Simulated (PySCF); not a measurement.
# La(NO2)3: other functionals and bases at one geometry

Aim: see how levels, charges and forces of La(NO2)3 depend on the level of theory. The structure is generated, not taken from experiment.

Program: PySCF 2.14.0. Level of theory: several levels, as the steps say, no spin–orbit coupling. These are calculated values, not measurements.

3 further runs of the same task are left out: 2 for a known fault of the program, 1 that didn't finish.

### 1 The system as given

10 atoms, charge 0, spin multiplicity 1.

Bond lengths: La1–O2 2.492 Å, La1–O3 2.492 Å, La1–N4 2.965 Å, La1–O5 2.492 Å, La1–O6 2.492 Å, La1–N7 2.965 Å, La1–O8 2.492 Å, La1–O9 2.492 Å, La1–N10 2.965 Å, O2–N4 1.277 Å, O3–N4 1.277 Å, O5–N7 1.277 Å, O6–N7 1.277 Å, O8–N10 1.277 Å, O9–N10 1.277 Å. Angles: O2–La1–O3 50.4°, O2–La1–N4 25.2°, O2–La1–O5 103.2°, O2–La1–O6 126.2°, O2–La1–N7 116.9°, O2–La1–O8 103.2°, O2–La1–O9 126.2°, O2–La1–N10 116.9°, O3–La1–N4 25.2°, O3–La1–O5 126.2°, O3–La1–O6 103.2°, O3–La1–N7 116.9°, O3–La1–O8 126.2°, O3–La1–O9 103.2°, O3–La1–N10 116.9°, N4–La1–O5 116.9°, N4–La1–O6 116.9°, N4–La1–N7 120.0° and more.

As a file:

```xyz
10
LaN3O6
La    0.00000    0.00000    0.00000
O     2.25443   -0.00001    1.06135
O     2.25443   -0.00001   -1.06135
N     2.96485   -0.00001    0.00000
O    -1.12721    1.95240    1.06135
O    -1.12721    1.95240   -1.06135
N    -1.48241    2.56765    0.00000
O    -1.12723   -1.95239    1.06135
O    -1.12723   -1.95239   -1.06135
N    -1.48244   -2.56763    0.00000
```

Formal oxidation states: La +3. The 4f shell is empty and lies in the core potential. An earlier session relaxed this geometry at TPSS, La lcecp-1-SVP with ECP46, O def2-SVP, N def2-SVP (singlet, point group D3h).

At TPSS on the finer grid: E = -646.788895 Eh, HOMO -7.05 eV, LUMO -4.09 eV, Mulliken charge on La1 +1.27 e, largest force component 0.013 eV/Å. The large-core potential holds the 4f shell empty.

Levels to run: PBE0; r2SCAN; B3LYP; HF; TPSS, TZVP. Hardware: 4 threads of Arm Neoverse V2, shared host.

### 2 PBE0

run.py (the lines that set the calculation) reads:

```python
mol = gto.M(atom='''
La     0.00000     0.00000     0.00000
O      2.25443    -0.00001     1.06135
O      2.25443    -0.00001    -1.06135
N      2.96485    -0.00001     0.00000
O     -1.12721     1.95240     1.06135
O     -1.12721     1.95240    -1.06135
N     -1.48241     2.56765     0.00000
O     -1.12723    -1.95239     1.06135
O     -1.12723    -1.95239    -1.06135
N     -1.48244    -2.56763     0.00000''',
    basis={'La': 'lcecp-1-SVP', 'O': 'def2-SVP', 'N': 'def2-SVP'},
    ecp={'La': 'lcecp-1-SVP'},
    charge=0, spin=0)
mf = dft.RKS(mol, xc='PBE0')
mf.grids.atom_grid = (75, 302)  # f atoms: unpruned, at least (60, 302)
mf = mf.density_fit()  # fitting sets: La AutoAux, O def2-universal-JKFIT, N def2-universal-JKFIT
mf.conv_tol = 1e-08; mf.max_cycle = 55
mf.kernel(dm0)  # dm0: the density of the relaxed state
```

Started as:

```
OMP_NUM_THREADS=4 python run.py
```

Log:

```text
init E= -646.012690126959
  HOMO = -0.311430256197422  LUMO = -0.113248957181156  gap/eV = 5.39279
cycle= 1 E= -646.017759939376  delta_E= -0.00507  |g|= 0.0747  |ddm|= 0.259
  HOMO = -0.321189254414565  LUMO = -0.123800436635677  gap/eV = 5.37122
cycle= 2 E= -646.015617783857  delta_E= 0.00214  |g|= 0.131  |ddm|= 0.143
  HOMO = -0.318519976781913  LUMO = -0.119787382265775  gap/eV = 5.40779
cycle= 3 E= -646.018867273688  delta_E= -0.00325  |g|= 0.0122  |ddm|= 0.0842
  HOMO = -0.317191714231602  LUMO = -0.118486456115455  gap/eV = 5.40705
cycle= 4 E= -646.018892645082  delta_E= -2.54e-05  |g|= 0.00249  |ddm|= 0.00979
  HOMO = -0.317321215351835  LUMO = -0.118555490347529  gap/eV = 5.40869
cycle= 5 E= -646.018894012983  delta_E= -1.37e-06  |g|= 0.00103  |ddm|= 0.00404
  HOMO = -0.317315885321512  LUMO = -0.118559876632851  gap/eV = 5.40843
cycle= 6 E= -646.018894252071  delta_E= -2.39e-07  |g|= 0.000337  |ddm|= 0.00153
  HOMO = -0.317318848817805  LUMO = -0.118561146138838  gap/eV = 5.40847
cycle= 7 E= -646.018894265539  delta_E= -1.35e-08  |g|= 0.000213  |ddm|= 0.000384
  HOMO = -0.317321656864405  LUMO = -0.118562245374577  gap/eV = 5.40852
cycle= 8 E= -646.01889427449  delta_E= -8.95e-09  |g|= 1.59e-05  |ddm|= 0.000159
  HOMO = -0.317322000948226  LUMO = -0.118562563882058  gap/eV = 5.40852
Extra cycle  E= -646.018894274207  delta_E= 2.83e-10  |g|= 4.14e-05  |ddm|= 4.18e-05
converged SCF energy = -646.018894274207
```

Wall time 10 s (4 threads of Arm Neoverse V2, shared host).

Result: E = -646.018894 Eh, HOMO -8.63 eV, LUMO -3.23 eV, Mulliken charge on La1 +1.40 e, largest force component 1.617 eV/Å. The large-core potential holds the 4f shell empty.

### 3 r2SCAN

Edit run.py (the lines that set the calculation) of step 2 so:

```diff
@@ -14,3 +14,3 @@
     charge=0, spin=0)
-mf = dft.RKS(mol, xc='PBE0')
+mf = dft.RKS(mol, xc='R2SCAN')
 mf.grids.atom_grid = (75, 302)  # f atoms: unpruned, at least (60, 302)
```

Started as:

```
OMP_NUM_THREADS=4 python run.py
```

Log:

```text
init E= -646.393941601594
  HOMO = -0.265501615291302  LUMO = -0.150083602706144  gap/eV = 3.14068
cycle= 1 E= -646.394847452159  delta_E= -0.000906  |g|= 0.0583  |ddm|= 0.173
  HOMO = -0.270871142210644  LUMO = -0.156983384721675  gap/eV = 3.09904
cycle= 2 E= -646.391751957133  delta_E= 0.0031  |g|= 0.14  |ddm|= 0.131
  HOMO = -0.26923562689528  LUMO = -0.154251910273022  gap/eV = 3.12887
cycle= 3 E= -646.395540148541  delta_E= -0.00379  |g|= 0.00696  |ddm|= 0.0882
  HOMO = -0.268277797439246  LUMO = -0.153266027213679  gap/eV = 3.12963
cycle= 4 E= -646.395550465458  delta_E= -1.03e-05  |g|= 0.000867  |ddm|= 0.00856
  HOMO = -0.268294812649783  LUMO = -0.153283354784243  gap/eV = 3.12962
cycle= 5 E= -646.395550390449  delta_E= 7.5e-08  |g|= 0.00109  |ddm|= 0.00184
  HOMO = -0.26829009661406  LUMO = -0.153279773589614  gap/eV = 3.12959
cycle= 6 E= -646.395550613997  delta_E= -2.24e-07  |g|= 0.000389  |ddm|= 0.00104
  HOMO = -0.268283680839433  LUMO = -0.15327402846698  gap/eV = 3.12957
cycle= 7 E= -646.395550648231  delta_E= -3.42e-08  |g|= 7.16e-05  |ddm|= 0.000444
  HOMO = -0.26828520606531  LUMO = -0.153274851119691  gap/eV = 3.12959
cycle= 8 E= -646.395550647385  delta_E= 8.46e-10  |g|= 9.68e-05  |ddm|= 0.000119
  HOMO = -0.268286282128209  LUMO = -0.153275738842036  gap/eV = 3.12960
Extra cycle  E= -646.395550621208  delta_E= 2.62e-08  |g|= 0.000366  |ddm|= 0.000344
converged SCF energy = -646.395550621208
```

It took 14 s on 4 threads of Arm Neoverse V2, shared host.

It gives: E = -646.395551 Eh, HOMO -7.30 eV, LUMO -4.17 eV, Mulliken charge on La1 +1.37 e, largest force component 0.692 eV/Å. The large-core potential holds the 4f shell empty.

### 4 B3LYP

Edit run.py (the lines that set the calculation) of step 3 so:

```diff
@@ -14,3 +14,3 @@
     charge=0, spin=0)
-mf = dft.RKS(mol, xc='R2SCAN')
+mf = dft.RKS(mol, xc='B3LYP')
 mf.grids.atom_grid = (75, 302)  # f atoms: unpruned, at least (60, 302)
```

Started as:

```
OMP_NUM_THREADS=4 python run.py
```

Log:

```text
init E= -646.669092579795
  HOMO = -0.303088330429844  LUMO = -0.123765972685946  gap/eV = 4.87961
cycle= 1 E= -646.671402893989  delta_E= -0.00231  |g|= 0.0969  |ddm|= 0.227
  HOMO = -0.305634978844669  LUMO = -0.129393905260682  gap/eV = 4.79576
cycle= 2 E= -646.66611915127  delta_E= 0.00528  |g|= 0.196  |ddm|=  0.2
  HOMO = -0.305527995213393  LUMO = -0.1269877974608  gap/eV = 4.85833
cycle= 3 E= -646.673133443231  delta_E= -0.00701  |g|= 0.00969  |ddm|= 0.123
  HOMO = -0.305750861993269  LUMO = -0.127016971476153  gap/eV = 4.86360
cycle= 4 E= -646.673157341635  delta_E= -2.39e-05  |g|= 0.00285  |ddm|= 0.0161
  HOMO = -0.305461577829946  LUMO = -0.126724253815937  gap/eV = 4.86369
cycle= 5 E= -646.673159138284  delta_E= -1.8e-06  |g|= 0.00074  |ddm|= 0.00301
  HOMO = -0.305527674837585  LUMO = -0.126788803961436  gap/eV = 4.86373
cycle= 6 E= -646.6731592101  delta_E= -7.18e-08  |g|= 0.000478  |ddm|= 0.000938
  HOMO = -0.30553103022145  LUMO = -0.126791948264937  gap/eV = 4.86374
cycle= 7 E= -646.673159254573  delta_E= -4.45e-08  |g|= 7.01e-05  |ddm|= 0.000383
  HOMO = -0.305532078844263  LUMO = -0.126792727058937  gap/eV = 4.86375
cycle= 8 E= -646.673159255425  delta_E= -8.51e-10  |g|= 2.92e-05  |ddm|= 7.54e-05
  HOMO = -0.305532020623511  LUMO = -0.126792707788406  gap/eV = 4.86374
Extra cycle  E= -646.673159254148  delta_E= 1.28e-09  |g|= 8.56e-05  |ddm|= 8.18e-05
converged SCF energy = -646.673159254148
```

Wall time 11 s (4 threads of Arm Neoverse V2, shared host).

Read off: E = -646.673159 Eh, HOMO -8.31 eV, LUMO -3.45 eV, Mulliken charge on La1 +1.32 e, largest force component 0.876 eV/Å. The large-core potential holds the 4f shell empty.

### 5 HF

Edit run.py (the lines that set the calculation) of step 4 so:

```diff
@@ -14,4 +14,3 @@
     charge=0, spin=0)
-mf = dft.RKS(mol, xc='B3LYP')
-mf.grids.atom_grid = (75, 302)  # f atoms: unpruned, at least (60, 302)
+mf = scf.RHF(mol)
 mf = mf.density_fit()  # fitting sets: La AutoAux, O def2-universal-JKFIT, N def2-universal-JKFIT
```

Started as:

```
OMP_NUM_THREADS=4 python run.py
```

Log:

```text
init E= -642.952994125414
  HOMO = -0.447105989813493  LUMO = 0.0384858610967922  gap/eV = 13.21363
cycle= 1 E= -643.063002212031  delta_E= -0.11  |g|= 0.211  |ddm|= 0.836
  HOMO = -0.481759289619131  LUMO = 0.0197546929876524  gap/eV = 13.64689
cycle= 2 E= -643.074792919807  delta_E= -0.0118  |g|= 0.108  |ddm|= 0.299
  HOMO = -0.477773577940978  LUMO = 0.0267739628559306  gap/eV = 13.72944
cycle= 3 E= -643.078336447059  delta_E= -0.00354  |g|= 0.0539  |ddm|= 0.103
  HOMO = -0.477913227370609  LUMO = 0.0284180419673768  gap/eV = 13.77798
cycle= 4 E= -643.079644328784  delta_E= -0.00131  |g|= 0.014  |ddm|= 0.0913
  HOMO = -0.479514754960747  LUMO = 0.0286034386711244  gap/eV = 13.82660
cycle= 5 E= -643.079800558339  delta_E= -0.000156  |g|= 0.0058  |ddm|= 0.0308
  HOMO = -0.478899713355683  LUMO = 0.0284760470862143  gap/eV = 13.80640
cycle= 6 E= -643.079827647674  delta_E= -2.71e-05  |g|= 0.00117  |ddm|= 0.0147
  HOMO = -0.47886147384937  LUMO = 0.0286404806157433  gap/eV = 13.80983
cycle= 7 E= -643.079828573219  delta_E= -9.26e-07  |g|= 0.000255  |ddm|= 0.00244
  HOMO = -0.478846906095276  LUMO = 0.0286224806648207  gap/eV = 13.80895
cycle= 8 E= -643.079828611331  delta_E= -3.81e-08  |g|= 5.15e-05  |ddm|= 0.000507
  HOMO = -0.478841437126026  LUMO = 0.0286275555536888  gap/eV = 13.80893
cycle= 9 E= -643.079828612863  delta_E= -1.53e-09  |g|= 1.64e-05  |ddm|= 0.000112
  HOMO = -0.478841127050988  LUMO = 0.0286282248719576  gap/eV = 13.80894
Extra cycle  E= -643.079828612909  delta_E= -4.64e-11  |g|= 1.36e-05  |ddm|= 2.31e-05
converged SCF energy = -643.079828612909
```

Wall time 6 s (4 threads of Arm Neoverse V2, shared host).

Read off: E = -643.079829 Eh, HOMO -13.03 eV, LUMO 0.78 eV, Mulliken charge on La1 +1.90 e, largest force component 3.790 eV/Å. The large-core potential holds the 4f shell empty.

### 6 TPSS, TZVP

Basis: La lcecp-1-TZVP with ECP46, O def2-TZVP, N def2-TZVP. 

Edit run.py (the lines that set the calculation) of step 5 so:

```diff
@@ -11,8 +11,9 @@
 N     -1.48244    -2.56763     0.00000''',
-    basis={'La': 'lcecp-1-SVP', 'O': 'def2-SVP', 'N': 'def2-SVP'},
-    ecp={'La': 'lcecp-1-SVP'},
+    basis={'La': 'lcecp-1-TZVP', 'O': 'def2-TZVP', 'N': 'def2-TZVP'},
+    ecp={'La': 'lcecp-1-TZVP'},
     charge=0, spin=0)
-mf = scf.RHF(mol)
+mf = dft.RKS(mol, xc='TPSS')
+mf.grids.atom_grid = (75, 302)  # f atoms: unpruned, at least (60, 302)
 mf = mf.density_fit()  # fitting sets: La AutoAux, O def2-universal-JKFIT, N def2-universal-JKFIT
 mf.conv_tol = 1e-08; mf.max_cycle = 55
-mf.kernel(dm0)  # dm0: the density of the relaxed state
+mf.kernel(dm0)  # dm0: free metal ions and neutral atoms
```

Started as:

```
OMP_NUM_THREADS=4 python run.py
```

Log:

```text
init E= -653.326881925541
  HOMO = -0.234690508611294  LUMO = -0.102316527349036  gap/eV = 3.60208
cycle= 1 E= -646.94086475717  delta_E= 6.39  |g|= 1.75  |ddm|= 3.15
  HOMO = -0.202313751283186  LUMO = -0.17712203494802  gap/eV = 0.68550
cycle= 2 E= -643.888838437389  delta_E= 3.05  |g|= 4.53  |ddm|= 2.73
  HOMO = -0.266584057134957  LUMO = -0.156473420994716  gap/eV = 2.99626
cycle= 3 E= -647.510840123668  delta_E= -3.62  |g|= 0.161  |ddm|= 1.95
  HOMO = -0.256451784193527  LUMO = -0.144753569595314  gap/eV = 3.03946
cycle= 4 E= -647.514632758438  delta_E= -0.00379  |g|= 0.0726  |ddm|= 0.148
  HOMO = -0.26104381461356  LUMO = -0.14947447346086  gap/eV = 3.03596
cycle= 5 E= -647.515454986922  delta_E= -0.000822  |g|= 0.0199  |ddm|= 0.0517
  HOMO = -0.259738569076785  LUMO = -0.1483040280604  gap/eV = 3.03229
cycle= 6 E= -647.515536571032  delta_E= -8.16e-05  |g|= 0.00484  |ddm|= 0.0224
  HOMO = -0.259740894572907  LUMO = -0.148252510365204  gap/eV = 3.03375
cycle= 7 E= -647.515542622248  delta_E= -6.05e-06  |g|= 0.000953  |ddm|= 0.00694
  HOMO = -0.259810115225591  LUMO = -0.148319646882262  gap/eV = 3.03381
cycle= 8 E= -647.515542836009  delta_E= -2.14e-07  |g|= 0.000119  |ddm|= 0.0012
  HOMO = -0.259806588639695  LUMO = -0.148316647188496  gap/eV = 3.03380
cycle= 9 E= -647.515542837965  delta_E= -1.96e-09  |g|= 6.65e-05  |ddm|= 8.85e-05
  HOMO = -0.259807622928274  LUMO = -0.148314247959742  gap/eV = 3.03389
Extra cycle  E= -647.515542833022  delta_E= 4.94e-09  |g|= 0.00018  |ddm|= 0.000106
converged SCF energy = -647.515542833022
```

It took 54 s on 4 threads of Arm Neoverse V2, shared host.

Result: E = -647.515543 Eh, HOMO -7.07 eV, LUMO -4.04 eV, Mulliken charge on La1 +1.55 e, largest force component 0.183 eV/Å. The large-core potential holds the 4f shell empty.

### 7 All levels side by side

| level | state | HOMO (eV) | gap (eV) | charge on La1 (e) | dipole (D) | largest force (eV/Å) | basis functions | time |
| --- | --- | --- | --- | --- | --- | --- | --- | --- |
| TPSS (relaxed here) | singlet | -7.05 | 2.96 | 1.27 | 0.00 | 0.01 | 159 | 65 s |
| PBE0 | singlet | -8.63 | 5.41 | 1.40 | 0.00 | 1.62 | 159 | 10 s |
| r2SCAN | singlet | -7.30 | 3.13 | 1.37 | 0.00 | 0.69 | 159 | 14 s |
| B3LYP | singlet | -8.31 | 4.86 | 1.32 | 0.00 | 0.88 | 159 | 11 s |
| HF | singlet | -13.03 | 13.81 | 1.90 | 0.00 | 3.79 | 159 | 6 s |
| TPSS, TZVP | singlet | -7.07 | 3.03 | 1.55 | 0.00 | 0.18 | 326 | 54 s |

Times are on 4 threads of Arm Neoverse V2, shared host; the first row also made further properties.

In one basis the HOMO–LUMO gap runs from 2.96 eV (TPSS) to 13.81 eV (HF). The largest leftover force, 3.79 eV/Å with HF, stands at a geometry relaxed at another level. The Mulliken charge on La spans +1.27 to +1.90 e over the levels. With 4f in the core, its levels are missing from HOMO and gap. Total energies of different levels can't be compared. Spin–orbit coupling is left out throughout.
